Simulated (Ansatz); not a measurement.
**C2H6Cl4Ga2O2: shape, modes and thermochemistry**

What shape does C2H6Cl4Ga2O2 take? The plan is to relax it, check the end point by its vibrations and derive ideal-gas thermochemistry.

Computed with Ansatz 0.2.0, Gaussian basis. Level: RKS PBE0-D4/def2-TZVP.

Plan: relaxation at PBE0-D4/def2-TZVP; harmonic vibrations at the same level.

1 further run of the same task is left out (set aside as unsound or not needed).

### 1 Starting geometry

SMILES `C[O+]1[Ga-]([Cl])([Cl])[O+](C)[Ga-]1([Cl])[Cl]`, 16 atoms, charge 0, spin multiplicity 1.

Atoms are counted from 1 here; the program's logs count them from 0.

Bond lengths: C1–O2 1.427 Å, C1–H11 1.094 Å, C1–H12 1.094 Å, C1–H13 1.094 Å, O2–Ga3 1.971 Å, O2–Ga8 1.972 Å, Ga3–Cl4 2.077 Å, Ga3–Cl5 2.077 Å, Ga3–O6 1.972 Å, O6–C7 1.427 Å, O6–Ga8 1.970 Å, C7–H14 1.094 Å, C7–H15 1.095 Å, C7–H16 1.094 Å, Ga8–Cl9 2.076 Å, Ga8–Cl10 2.077 Å. Angles: O2–C1–H11 110.2°, O2–C1–H12 109.2°, O2–C1–H13 109.2°, H11–C1–H12 109.4°, H11–C1–H13 109.3°, H12–C1–H13 109.5°, C1–O2–Ga3 130.4°, C1–O2–Ga8 130.3°, Ga3–O2–Ga8 99.3°, O2–Ga3–Cl4 108.9°, O2–Ga3–Cl5 110.0°, O2–Ga3–O6 80.7°, Cl4–Ga3–Cl5 128.2°, Cl4–Ga3–O6 110.0°, Cl5–Ga3–O6 108.9°, Ga3–O6–C7 130.2°, Ga3–O6–Ga8 99.3°, C7–O6–Ga8 130.4° and more.

The start is a GFN2-xTB geometry.

### 2 Geometry optimisation, PBE0-D4/def2-TZVP

in.yaml

```yaml
crystal:
  periodic: [false, false, false]
  atoms:
    - {symbol: C, position_ang: [-1.381130, 1.131820, 2.029570]}
    - {symbol: O, position_ang: [-0.645570, 0.528380, 0.966280]}
    - {symbol: Ga, position_ang: [1.034980, 1.084970, 0.098990]}
    - {symbol: Cl, position_ang: [0.679450, 2.798050, -1.020120]}
    - {symbol: Cl, position_ang: [2.646380, 0.675390, 1.343400]}
    - {symbol: O, position_ang: [0.636200, -0.518870, -0.977410]}
    - {symbol: C, position_ang: [1.376610, -1.126820, -2.034690]}
    - {symbol: Ga, position_ang: [-1.031720, -1.087820, -0.095890]}
    - {symbol: Cl, position_ang: [-2.655910, -0.708250, -1.332460]}
    - {symbol: Cl, position_ang: [-0.648730, -2.787800, 1.033780]}
    - {symbol: H, position_ang: [-1.054540, 0.726320, 2.991400]}
    - {symbol: H, position_ang: [-1.212740, 2.213140, 2.015830]}
    - {symbol: H, position_ang: [-2.447140, 0.925530, 1.892700]}
    - {symbol: H, position_ang: [1.063700, -0.715060, -2.998510]}
    - {symbol: H, position_ang: [2.443520, -0.932660, -1.886580]}
    - {symbol: H, position_ang: [1.196650, -2.206320, -2.026300]}
basis:
  gaussian: {orbitals: def2-TZVP}
hamiltonian: {xc: pbe0, dispersion: d4}
relax: {f_tol: 0.005, max_steps: 150}
```

After this run come: Vibrations by finite differences.

Q: Predict the results of all the runs planned. Wanted: point group; shift from the start; total energy; dispersion term; dipole moment; lowest, highest wavenumber; zero-point energy.

The runs gave:

| quantity | value |
| --- | --- |
| point group | C2h |
| steps | 15 |
| shift from the start (rms) | 0.286 Å |
| total energy | -161089.3479 eV |
| dispersion term | -636 meV |
| dipole moment | 0.01 D |
| lowest, highest wavenumber | 32, 3144 cm⁻¹ |
| zero-point energy | 57.5 kcal/mol |
| entropy at 298.15 K | 575.2 J/(mol K) |

In words: The relaxed geometry lies 0.29 Å (rms) from the start; the bond that changed most is Ga3–O6, from 1.972 to 1.911 Å. All wavenumbers are real, so the end point is a minimum. The stiffest mode, 3144 cm⁻¹, is a C–H stretch, and 12 modes under 200 cm⁻¹ make the vibrational entropy uncertain. Harmonic hybrid wavenumbers usually lie a few per cent above measured fundamentals. The largest Mulliken charge, +0.60 e, sits on Ga8.
